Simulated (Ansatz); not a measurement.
# BH5O3: the cost of one run

Program: Ansatz 0.2.0. Level of theory: RKS revPBE-D4/def2-SVP. These are calculated values, not measurements.

### 1 The system as given

Bond lengths: B1–O2 1.750 Å, B1–O3 1.355 Å, B1–O4 1.360 Å, O2–H7 0.960 Å, O3–H8 0.955 Å, O4–H9 0.958 Å. Angles: B1–O2–H7 110.3°, O2–B1–O3 112.4°, O2–B1–O4 110.6°, O3–B1–O4 122.8°, B1–O3–H8 115.6°, B1–O4–H9 113.2°.

As a file:

```xyz
9

B    -0.3067   -0.1494    0.0581
O     1.2846    0.4888   -0.2913
O    -0.4757   -1.4055   -0.4203
O    -1.2502    0.8220   -0.0707
H     0.9845    0.3358    0.9461
H     0.2571   -0.0761    1.4660
H     1.2160    1.3801   -0.6410
H     0.3206   -1.9261   -0.5021
H    -2.0301    0.5304   -0.5447
```

### 2 Pulling towards end A

Springs on the bonds that form and break draw the guess towards this end; the thresholds are loose.

File input.yaml:

```yaml
crystal:
  periodic: [false, false, false]
  atoms:
    - { symbol: B, position_ang: [-0.3067, -0.1494, 0.0581] }
    - { symbol: O, position_ang: [1.2846, 0.4888, -0.2913] }
    - { symbol: O, position_ang: [-0.4757, -1.4055, -0.4203] }
    - { symbol: O, position_ang: [-1.2502, 0.822, -0.0707] }
    - { symbol: H, position_ang: [0.9845, 0.3358, 0.9461] }
    - { symbol: H, position_ang: [0.2571, -0.0761, 1.466] }
    - { symbol: H, position_ang: [1.216, 1.3801, -0.641] }
    - { symbol: H, position_ang: [0.3206, -1.9261, -0.5021] }
    - { symbol: H, position_ang: [-2.0301, 0.5304, -0.5447] }
basis:
  gaussian: { orbitals: def2-SVP }
hamiltonian:
  xc: revpbe
  dispersion: d4
relax:
  f_tol: 0.15
  max_steps: 25
  restrain:
    - { distance: [0, 5], at: 2.45, k: 30.0 }
    - { distance: [4, 1], at: 2.27, k: 30.0 }
    - { distance: [0, 1], at: 1.5, k: 30.0 }
    - { distance: [4, 5], at: 0.62, k: 30.0 }
```

Started as:

```
$ ansatz run input.yaml --threads 2 --pin off --max-ram 3072MiB --backend cpu --events-out ev --progress --plain --runs-dir out
```

**Question.** How long does this run take on 2 threads of AMD EPYC 7R43 (Zen 3), shared host, and how much memory does it need?

About 15 s, with a peak of 0.15 GiB.
